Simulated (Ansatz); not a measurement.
# Si16F: the cost of one run

Method: DFT PBE, plane waves, PAW, scalar-relativistic, no spin polarisation, in Ansatz 0.2.0.

**1. The system as given**

The cell holds 17 atoms (FSi16): a = 7.679 Å, b = 7.679 Å, c = 7.679 Å, α = 60.00°, β = 60.00°, γ = 60.00°.

Coordinates:

```
Si F
1.0
     0.00000    5.43000    5.43000
     5.43000    0.00000    5.43000
     5.43000    5.43000    0.00000
Si F
16 1
Direct
  0.00000 0.00000 0.00000
  0.12500 0.12500 0.12500
  0.00000 0.00000 0.50000
  0.12500 0.12500 0.62500
  0.00000 0.50000 0.00000
  0.12500 0.62500 0.12500
  0.00000 0.50000 0.50000
  0.12500 0.62500 0.62500
  0.50000 0.00000 0.00000
  0.62500 0.12500 0.12500
  0.50000 0.00000 0.50000
  0.62500 0.12500 0.62500
  0.50000 0.50000 0.00000
  0.62500 0.62500 0.12500
  0.50000 0.50000 0.50000
  0.62500 0.62500 0.62500
  0.74416 0.25345 0.75317
```

**2. Relaxing the start**

input.yaml

```yaml
crystal:
  lattice:
    - [0.0, 5.43, 5.43]
    - [5.43, 0.0, 5.43]
    - [5.43, 5.43, 0.0]
  atoms:
    - { symbol: Si, position: [0.0, 0.0, 0.0] }
    - { symbol: Si, position: [0.125, 0.125, 0.125] }
    - { symbol: Si, position: [0.0, 0.0, 0.5] }
    - { symbol: Si, position: [0.125, 0.125, 0.625] }
    - { symbol: Si, position: [0.0, 0.5, 0.0] }
    - { symbol: Si, position: [0.125, 0.625, 0.125] }
    - { symbol: Si, position: [0.0, 0.5, 0.5] }
    - { symbol: Si, position: [0.125, 0.625, 0.625] }
    - { symbol: Si, position: [0.5, 0.0, 0.0] }
    - { symbol: Si, position: [0.625, 0.125, 0.125] }
    - { symbol: Si, position: [0.5, 0.0, 0.5] }
    - { symbol: Si, position: [0.625, 0.125, 0.625] }
    - { symbol: Si, position: [0.5, 0.5, 0.0] }
    - { symbol: Si, position: [0.625, 0.625, 0.125] }
    - { symbol: Si, position: [0.5, 0.5, 0.5] }
    - { symbol: Si, position: [0.625, 0.625, 0.625] }
    - { symbol: F, position: [0.7441579, 0.2534535, 0.7531693] }
total_charge: -1
basis:
  ecutwfc: 420.0
kpoints:
  mp_grid: { grid: [2, 2, 2] }
hamiltonian:
  xc: pbe
scf:
  occupations: { method: fermi_dirac, width: 0.05 }
  lower_state_search: "off"
relax:
  f_tol: 0.08
  max_steps: 25
  adjacent_minimum: "off"
```

Started as:

```console
$ ansatz run input.yaml --threads 1 --pin off --max-ram 3072MiB --backend cpu --events-out ev --progress --plain --runs-dir out
```

What time and memory should one allow on 1 thread of Arm Neoverse V2, shared host?

About 13 s, with a peak of 0.55 GiB.
